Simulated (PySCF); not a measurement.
# F6Ir ([IrF6]3-): the cost of one run

Programs: PySCF 2.14.0, with routines of our own; each step states its level. All values are computed. Atoms count from 0.

### 1 The starting structure

7 atoms, charge -3, states of the metal's open shell are computed; geometry from: model start, shaken.

### 2 Optimising the geometry at PBE0-D3(BJ)/def2-TZVP

Job settings and geometry (Å):

```
{"job": {"xc": "PBE0", "basis": "def2-TZVP", "d3": "d3bj", "grid": 1, "maxiter": 45, "solvent": "water", "kind": "geom"}, "charge": -3, "metal": "Ir", "open_shell": "d6"}
Ir     0.000020     0.004480    -0.004110
F     -0.013360    -0.006820     1.965130
F      0.000900     0.020100    -1.987380
F      1.970690     0.007350     0.005350
F     -1.978420    -0.013960    -0.000440
F      0.010430     1.959840    -0.006860
F     -0.028520    -1.999340    -0.027630
```

On the command line:

```sh
OMP_NUM_THREADS=1 python lf_run.py task.json out
```

The driver reads the jobs from task.json and runs them one after another.

Q: Estimate the wall time and peak memory of this first job on 1 thread of Arm Neoverse V1, shared host.

About 2.4 min, with a peak of 1.4 GiB.
